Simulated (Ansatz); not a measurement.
# C2H3BSeZn: taking an electron away

The task here is to estimate one member of a computed series from the others.

The runs use Ansatz 0.2.0, Gaussian basis; unrestricted cation, the program's frozen cores in correlated methods.

Plan: UKS PBE-D4/def2-TZVPP; UKS r2SCAN-D4/def2-TZVPP; UKS PBE0-D4/def2-TZVPP; UKS B3LYP-D4/def2-TZVPP; UKS wB97X-V/def2-TZVPP; UKS wB97M-V/def2-TZVPP; UKS B2PLYP (frozen core with 3s3p of Cu, Zn)/def2-TZVPP; UHF-MP2 with 3s3p of Cu, Zn/def2-TZVPP; UHF-MP2 with 3s3p of Cu, Zn/def2-QZVPP; then −ε(HOMO) from the neutral's earlier runs with LDA (SPW92), PBE-D4, revPBE-D4, BLYP-D4, r2SCAN-D4, B97M-V, PBE0-D4, B3LYP-D4, r2SCANh-D4, r2SCAN0-D4, HSE06-D4, BHLYP-D4, CAM-B3LYP-D4, LC-ωPBE, ωB97X-V, ωB97M-V.

1 further run of the same task is left out (it didn't finish).

### The relaxed structure

An earlier PBE0-D4 in a triple-zeta def2 set relaxation fixed the geometry.

8 atoms, charge 0, spin multiplicity 1.

Atoms are counted from 1 here; the program's logs count them from 0.

Bond lengths: C1–C2 1.322 Å, C1–H6 1.087 Å, C1–H7 1.086 Å, C2–Zn3 2.000 Å, C2–Se5 1.990 Å, Zn3–B4 2.082 Å, B4–Se5 1.906 Å, B4–H8 1.188 Å. Angles: C2–C1–H6 124.3°, C2–C1–H7 119.4°, H6–C1–H7 116.3°, C1–C2–Zn3 153.2°, C1–C2–Se5 120.9°, Zn3–C2–Se5 85.9°, C2–Zn3–B4 91.3°, Zn3–B4–Se5 85.8°, Zn3–B4–H8 151.6°, Se5–B4–H8 122.6°, C2–Se5–B4 97.0°.

Geometry (Å):

```mol
C2H3BSeZn
  3D, bonds by distance, orders not assigned

  8  8  0  0  0  0  0  0  0  0999 V2000
    0.6278    1.7803    0.1549 C   0  0
    0.4687    0.4707    0.0692 C   0  0
    1.1458   -1.4113    0.0309 Zn  0  0
   -0.7876   -2.1508   -0.1898 B   0  0
   -1.3414   -0.3279   -0.1432 Se  0  0
   -0.1863    2.4994    0.1176 H   0  0
    1.6275    2.1894    0.2705 H   0  0
   -1.5544   -3.0498   -0.3101 H   0  0
  1  2  8  0
  2  3  8  0
  3  4  8  0
  4  5  8  0
  1  6  8  0
  1  7  8  0
  4  8  8  0
  2  5  8  0
M  END
```

Set-up of the first run:

in.yaml reads:

```yaml
crystal:
  periodic: [false, false, false]
  atoms:
    - {symbol: C, position_ang: [0.627801, 1.780251, 0.154911]}
    - {symbol: C, position_ang: [0.468677, 0.470663, 0.069234]}
    - {symbol: Zn, position_ang: [1.145791, -1.411283, 0.030859]}
    - {symbol: B, position_ang: [-0.787624, -2.150772, -0.189843]}
    - {symbol: Se, position_ang: [-1.341402, -0.327895, -0.143159]}
    - {symbol: H, position_ang: [-0.186293, 2.499383, 0.117613]}
    - {symbol: H, position_ang: [1.627491, 2.189415, 0.270464]}
    - {symbol: H, position_ang: [-1.554441, -3.049761, -0.310090]}
basis:
  gaussian: {orbitals: def2-TZVPP}
total_charge: 1
magnetization: {spin_polarized: true, initial_magnetization: 1}
hamiltonian: {xc: pbe, dispersion: d4}
```

Launch:

```console
$ ansatz run in.yaml --threads 2 --pin off --events-out ev --progress --plain --max-ram 32768MiB --backend cpu
```

Steps of the session up to this table: Cation, UKS PBE-D4/def2-TZVPP; Cation, UKS r2SCAN-D4/def2-TZVPP; Cation, UKS PBE0-D4/def2-TZVPP; Cation, UKS B3LYP-D4/def2-TZVPP; Cation, UKS wB97X-V/def2-TZVPP; Cation, UKS wB97M-V/def2-TZVPP; Cation, UKS B2PLYP (frozen core with 3s3p of Cu, Zn)/def2-TZVPP; Cation, UHF-MP2 with 3s3p of Cu, Zn/def2-TZVPP; Cation, UHF-MP2 with 3s3p of Cu, Zn/def2-QZVPP.

One table of the session follows, with a row left open; its other results are not shown here.

It belongs to the step «Ionisation energies side by side». Orbital estimates, from the neutral's runs:

| functional | −ε(HOMO) (eV) |
| --- | --- |
| LDA (SPW92) | 5.84 |
| PBE-D4 | 5.68 |
| revPBE-D4 | 5.61 |
| BLYP-D4 | 5.55 |
| r2SCAN-D4 | 5.92 |
| B97M-V | 5.91 |
| PBE0-D4 | 6.72 |
| B3LYP-D4 | 6.55 |
| r2SCANh-D4 | 6.31 |
| r2SCAN0-D4 | ? |
| HSE06-D4 | 6.33 |
| BHLYP-D4 | 7.62 |
| CAM-B3LYP-D4 | 7.99 |
| LC-ωPBE | 9.23 |
| ωB97X-V | 8.91 |
| ωB97M-V | 8.79 |

**Question.** Estimate the row for r2SCAN0-D4.

Worked estimate for «−ε(HOMO) (eV)». Against the share of exact exchange, r2SCAN-D4 (0, 5.92), r2SCANh-D4 (0.1, 6.31) give a slope of 3.90 per unit share; at 0.25 the line stands at 6.89.

The run gave: −ε(HOMO) (eV): 6.88. In «−ε(HOMO) (eV)» the line misses by +0.01.

Caveats from the session: The cation may have settled in a state other than its lowest; no search over hole states beyond the program's own was made.
